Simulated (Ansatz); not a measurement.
# HfV2: properties at the relaxed cell

One table from this session's results is given with a row withheld; the runs are named, their logs left out.

Method: DFT PBEsol, scalar-relativistic, plane waves, PAW, in Ansatz 0.2.0.

2 further runs of the same task are left out: 2 set aside as unsound or not needed.

### The structure to begin with

Symmetry: Fd-3m, No. 227, cubic system. The conventional cell has a = 7.218 Å, b = 7.218 Å, c = 7.218 Å, α = 90.00°, β = 90.00°, γ = 90.00°. Hf (site symmetry -43m) is surrounded by 12 V at 2.99 Å and 4 Hf at 3.13 Å. V (site symmetry -3m) is surrounded by 6 V at 2.55 Å and 6 Hf at 2.99 Å.

Structure file:

```
CELL_PARAMETERS angstrom
0.00000 3.60894 3.60894
3.60894 0.00000 3.60894
3.60894 3.60894 0.00000
ATOMIC_POSITIONS crystal
Hf 0.00000 0.00000 0.00000
Hf 0.25000 0.25000 0.25000
V 0.62500 0.62500 0.62500
V 0.12500 0.62500 0.62500
V 0.62500 0.62500 0.12500
V 0.62500 0.12500 0.62500
```

It is the result of an earlier relaxation at this level (volume 15.67 Å³/atom; gap on the mesh: none (metal)).

The first run:

input.yaml

```yaml
crystal:
  lattice:
    - [0.0, 3.6089370654, 3.6089370654]
    - [3.6089370654, 0.0, 3.6089370654]
    - [3.6089370654, 3.6089370654, 0.0]
  atoms:
    - { symbol: Hf, position: [0.0, 0.0, 0.0] }
    - { symbol: Hf, position: [0.25, 0.25, 0.25] }
    - { symbol: V, position: [0.625, 0.625, 0.625] }
    - { symbol: V, position: [0.125, 0.625, 0.625] }
    - { symbol: V, position: [0.625, 0.625, 0.125] }
    - { symbol: V, position: [0.625, 0.125, 0.625] }
basis:
  ecutwfc: 420
kpoints:
  mp_grid: { grid: [8, 8, 8] }
  band_path:
    path:
      - [[0.0, 0.0, 0.0], [0.5, 0.0, 0.5], [0.625, 0.25, 0.625]]
      - [[0.375, 0.375, 0.75], [0.0, 0.0, 0.0], [0.5, 0.5, 0.5], [0.5, 0.25, 0.75], [0.5, 0.0, 0.5]]
    npoints: 14
hamiltonian:
  xc: pbesol
scf:
  occupations: { method: gaussian, width: 0.1 }
  n_extra_bands: 15
output:
  forces: true
  stress: true
  eigenvalues: true
  populations: true
  dos: { projected: true, de: 0.02, nscf_kmesh: { grid: [12, 12, 12] } }
  bader: true
```

Command:

```bash
$ ansatz run input.yaml --threads 1 --pin off --max-ram 2560MiB --backend cpu --events-out ev --progress --plain --runs-dir out
```

Steps of the session up to this table: Electronic structure at the relaxed geometry; Back to the database's cell; The cell scaled to 0.97 of its volume; Point at V/V0 = 1.03; Volume × 0.94; Point at V/V0 = 1.06; Volume × 0.91; The cell scaled to 1.10 of its volume; The cell scaled to 0.88 of its volume.

One of the session's tables, all rows but one given; the rest of the session is left out.

It belongs to the step «Energy against volume». 

| volume (Å³/atom) | energy above the lowest point (meV/atom) | pressure (GPa) |
| --- | --- | --- |
| 13.788 | 133.3 | 25.38 |
| 14.258 | 70.7 | 17.62 |
| 14.728 | ? | ? |
| 15.198 | 6.7 | 5.03 |
| 15.668 | 0.0 | 0.00 |
| 16.138 | 7.1 | -4.34 |
| 16.608 | 26.0 | -8.09 |
| 17.235 | 66.9 | -12.33 |

Q: Estimate the row for volume (Å³/atom) = 14.728 from the others.

Worked estimate for «energy above the lowest point (meV/atom)». A straight line through the neighbours (14.258, 70.7) and (15.198, 6.7) gives 70.7 + (6.7 − 70.7) × (14.728 − 14.258) / (15.198 − 14.258) = 38.7; a parabola fitted to 4 rows on both sides gives 29.4.

The run gave: energy above the lowest point (meV/atom): 29.4; pressure (GPa): 10.87. In «energy above the lowest point (meV/atom)» the line misses by +9.3 and the parabola by 0.0.
